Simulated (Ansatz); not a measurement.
Ba2Tl5V3O12:

```
Ba V Tl O
1.0
    10.97457    0.00000    0.00000
     0.00000   10.97457    0.00000
     0.00000    0.00000    6.60400
Ba V Tl O
2 3 5 12
Cartesian
  0.0000 5.4873 0.0000
  5.4873 0.0000 0.0000
  5.4873 5.4873 0.0000
  5.4873 0.0000 3.3020
  0.0000 5.4873 3.3020
  5.4873 5.4873 3.3020
  7.8205 3.1541 2.6567
  3.1541 7.8205 2.6567
  7.8205 7.8205 3.9473
  3.1541 3.1541 3.9473
  4.5066 6.4680 1.0415
  6.4680 4.5066 1.0415
  6.4680 6.4680 5.5625
  4.5066 4.5066 5.5625
  6.4378 0.9405 2.2043
  4.5368 0.9405 4.3997
  6.4378 10.0340 4.3997
  4.5368 10.0340 2.2043
  0.9405 6.4378 2.2043
  0.9405 4.5368 4.3997
  10.0340 6.4378 4.3997
  10.0340 4.5368 2.2043
```

The cell was built by a generator and needn't be a form met in nature.

```yaml
Program: Ansatz 0.2.0
Task: relaxation of cell and atoms
Functional: revPBE
Potentials_or_basis: Ansatz PAW
Cutoff: "420 eV (not typed: the program's choice for these potentials)"
k_mesh: 2 × 2 × 3
Occupations: fermi-dirac, width 0.05 eV
Spin: collinear spin, ferromagnetic start
Starting_moments: "[0.0, 0.0, 2.0, 2.0, 2.0, 0.0, 0.0, 0.0, 0.0, 0.0, 0.0, 0.0, 0.0, 0.0, 0.0, 0.0, 0.0, 0.0, 0.0, 0.0, 0.0, 0.0] μB"
```

At the start: volume 36.15 Å³/atom.

Question: Where does the relaxation end?

Answer: It ends after 9 steps and the volume is 39.06 Å³/atom (+8.0 %); space group P-42m (No. 111, to 0.05 Å); moment 0.00 μB per cell.

Step by step:
| step | energy change (eV) | largest force (eV/Å) | volume (Å³) |
| --- | --- | --- | --- |
| 1 | 0.0000 | 0.1365 | 795.39 |
| 2 | -0.0058 | 0.2005 | 840.80 |
| 3 | -0.0494 | 0.0776 | 832.92 |
| 4 | -0.0404 | 0.0306 | 846.19 |
| 5 | -0.0465 | 0.0068 | 841.61 |
| 6 | -0.1155 | 0.0073 | 841.61 |
| 7 | -0.1109 | 0.0057 | 852.36 |
| 8 | -0.1043 | 0.0114 | 859.38 |
| 9 | -0.1239 | 0.0113 | 859.38 |

Final structure:
```yaml
crystal:
  lattice:
    - [11.37344, 0.00000, 0.00000]
    - [0.00000, 11.37344, 0.00000]
    - [0.00000, 0.00000, 6.64358]
  atoms:
    - { symbol: Ba, position: [0.00000, 0.50000, 0.00000] }
    - { symbol: Ba, position: [0.50000, 0.00000, 0.00000] }
    - { symbol: V, position: [0.50000, 0.50000, 0.00000] }
    - { symbol: V, position: [0.50000, 0.00000, 0.50000] }
    - { symbol: V, position: [0.00000, 0.50000, 0.50000] }
    - { symbol: Tl, position: [0.50000, 0.50000, 0.50000] }
    - { symbol: Tl, position: [0.71670, 0.28330, 0.36747] }
    - { symbol: Tl, position: [0.28330, 0.71670, 0.36747] }
    - { symbol: Tl, position: [0.71670, 0.71670, 0.63253] }
    - { symbol: Tl, position: [0.28330, 0.28330, 0.63253] }
    - { symbol: O, position: [0.41320, 0.58680, 0.15630] }
    - { symbol: O, position: [0.58680, 0.41320, 0.15630] }
    - { symbol: O, position: [0.58680, 0.58680, 0.84370] }
    - { symbol: O, position: [0.41320, 0.41320, 0.84370] }
    - { symbol: O, position: [0.58370, 0.08340, 0.33420] }
    - { symbol: O, position: [0.41630, 0.08340, 0.66580] }
    - { symbol: O, position: [0.58370, 0.91660, 0.66580] }
    - { symbol: O, position: [0.41630, 0.91660, 0.33420] }
    - { symbol: O, position: [0.08340, 0.58370, 0.33420] }
    - { symbol: O, position: [0.08340, 0.41630, 0.66580] }
    - { symbol: O, position: [0.91660, 0.58370, 0.66580] }
    - { symbol: O, position: [0.91660, 0.41630, 0.33420] }
```

Caveat: the plane-wave basis is chosen anew once the cell has moved, so the energies of steps on either side of that aren't comparable; the PAW data sets come from PBE, with cores solved anew for the run's functional, which leaves a small shift of forces and pressure; the starting moments weren't kept.
